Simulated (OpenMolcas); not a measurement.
# UHF/6-31G(d) (Cartesian functions) run of CH3Cl2Si (SMILES [CH2][SiH](Cl)Cl)

Aim: an optimisation with harmonic vibrations of CH3Cl2Si. 

The calculation is run with OpenMolcas 26.06.

1 further run of the same task is left out (it didn't finish).

**1. The system as given**

CH3Cl2Si has 7 atoms, charge 0, and is taken as a doublet. SMILES: `[CH2][SiH](Cl)Cl`. Geometry: relaxed at PBE0-D4/def2-TZVP. This is one conformer, not always the lowest. The run starts from this shape.

Bond lengths: C1–Si2 1.823 Å, Si2–Cl3 2.049 Å, Si2–Cl4 2.049 Å, C1–H5 1.085 Å, C1–H6 1.085 Å, Si2–H7 1.475 Å. Angles: C1–Si2–Cl3 110.0°, C1–Si2–Cl4 110.0°, Cl3–Si2–Cl4 107.9°, C1–Si2–H7 112.5°, Cl3–Si2–H7 108.1°, Cl4–Si2–H7 108.2°, Si2–C1–H5 122.1°, Si2–C1–H6 122.1°, H5–C1–H6 115.8°.

**2. An optimisation with harmonic vibrations at UHF/6-31G(d) (Cartesian functions)**

The input, struct.xyz:

```xyz
7

C     -0.692700     0.892600     0.197500
Si     0.466300    -0.499500    -0.003900
Cl     1.593800    -0.235400    -1.694300
Cl    -0.574000    -2.252500    -0.209200
H     -1.447700     1.127200    -0.545500
H     -0.668800     1.540600     1.067500
H      1.384500    -0.641000     1.142000
```

The input, run.inp:

```
* CH3Cl2Si Hartree-Fock

&GATEWAY
  BasLib = $CurrDir
  Coord = struct.xyz
  Basis = 6-31Gs
  Group = NoSym
>>> EXPORT MOLCAS_MAXITER=50
>>> Do While

&SEWARD

&SCF
  UHF
  Spin = 2
  PrOrbitals = 0

&SLAPAF
>>> EndDo
>>> COPY $Project.Opt.xyz $CurrDir/final.xyz
>>> COPY $Project.slapaf.h5 $CurrDir/final.slapaf.h5

&MCKINLEY
```

The basis set 6-31G* is read from a file made from the Basis Set Exchange's data (not shown).

Run with:

```sh
$ export MOLCAS_MEM=1860
$ pymolcas run.inp > run.log
```

Standard output:

```text
--- Start Module: gateway ---
[...]
--- Stop Module: gateway /rc=_RC_ALL_IS_WELL_ ---
[...]
      Basis functions           78
[...]
       Convergence after  12 Iterations
[...]
::    Total SCF energy                              -1247.5638793105
[...]
      Total spin, S                                     0.5049705292
[...]
 *              Molecular gradients               *
 **************************************************
  Irreducible representation: a
 ------------------------------------------------------------------------------------------
                              X                       Y                       Z
 ------------------------------------------------------------------------------------------
  C1                8.14614584167916E-03   -1.00868588734464E-02   -1.87958677817468E-03
  SI2              -7.25165247899762E-03    2.88961798324028E-03   -6.54563951987797E-03
  CL3              -2.91805203345064E-03   -4.50262025139203E-04    3.27643718788551E-03
  CL4               1.87792423263389E-03    3.99686130582921E-03   -5.73604182707577E-07
  H5               -3.99585454935059E-03    8.18222063639018E-04   -4.47816546154511E-03
  H6                4.17882418709492E-04    3.38801394708810E-03    4.97637788728600E-03
  H7                3.72360656876403E-03   -5.55594401071613E-04    4.65115028858953E-03
 ------------------------------------------------------------------------------------------
[...]
 Geometry is converged in   7 iterations to a Minimum Structure
*****************************************************************************************************************
*****************************************************************************************************************
++ Geometry section
********************************************************************************
  Geometrical information of the final structure
********************************************************************************
  NOTE: on convergence the final predicted structure will be printed here.
  This is not identical to the structure printed in the head of the output.
 *********************************************************
[...]
      Total electronic charge=   57.000000
      Total            charge=   -0.000000
[...]
      Dipole Moment (debye):
      Origin of the operator (angstrom)=    0.3580   -0.7882   -0.5547
                   X= -6.9513E-01               Y=  1.9909E+00               Z=  1.6877E+00           Total=  2.7010E+00
      Quadrupole Moment (debye*angstrom):
[...]
--- Start Module: alaska ---
--- Stop Module: alaska /rc=_RC_ALL_IS_WELL_ ---
[...]
--- Start Module: slapaf ---
[...]
     Frequency:       i76.67    196.59    217.10    270.87    529.17    564.51
[...]
     Frequency:       624.73    748.08    834.48    885.01    960.81   1540.23
[...]
        Frequency:         1540.23 cm-1
      ---------------------------------
[...]
        Frequency:         2469.55 cm-1
      ---------------------------------
[...]
        Frequency:         3311.31 cm-1
      ---------------------------------
[...]
        Frequency:         3408.15 cm-1
      ---------------------------------
[...]
--- Stop Module: slapaf /rc=_RC_ALL_IS_WELL_ ---
[...]
```

Run time: 2.9 min. Hardware: 1 thread of Intel Xeon 6975P-C (Granite Rapids), shared host; peak memory 0.45 GiB.

**3. What came out**

Level: UHF/6-31G* (Cartesian functions).

```
                          quantity                 value
                      total energy        -1247.56427 Eh
                     dipole moment                2.70 D
HOMO energy (highest over α and β)             -11.26 eV
 LUMO energy (lowest over α and β)               1.56 eV
                              ⟨S²⟩                 0.760
        lowest harmonic wavenumber  77i cm⁻¹ (imaginary)
       highest harmonic wavenumber             3408 cm⁻¹
```

**Reading.** At the final geometry: Bond lengths: C1–Si2 1.838 Å, Si2–Cl3 2.059 Å, Si2–Cl4 2.059 Å, C1–H5 1.077 Å, C1–H6 1.077 Å, Si2–H7 1.460 Å. Angles: C1–Si2–Cl3 110.4°, C1–Si2–Cl4 110.3°, Cl3–Si2–Cl4 108.0°, C1–Si2–H7 112.2°, Cl3–Si2–H7 107.8°, Cl4–Si2–H7 107.9°, Si2–C1–H5 122.6°, Si2–C1–H6 121.6°, H5–C1–H6 115.8°. 1 mode is imaginary (lowest 77i cm⁻¹): a first-order saddle point. Mulliken charges run from -0.60 on C1 to +0.93 on Si2.
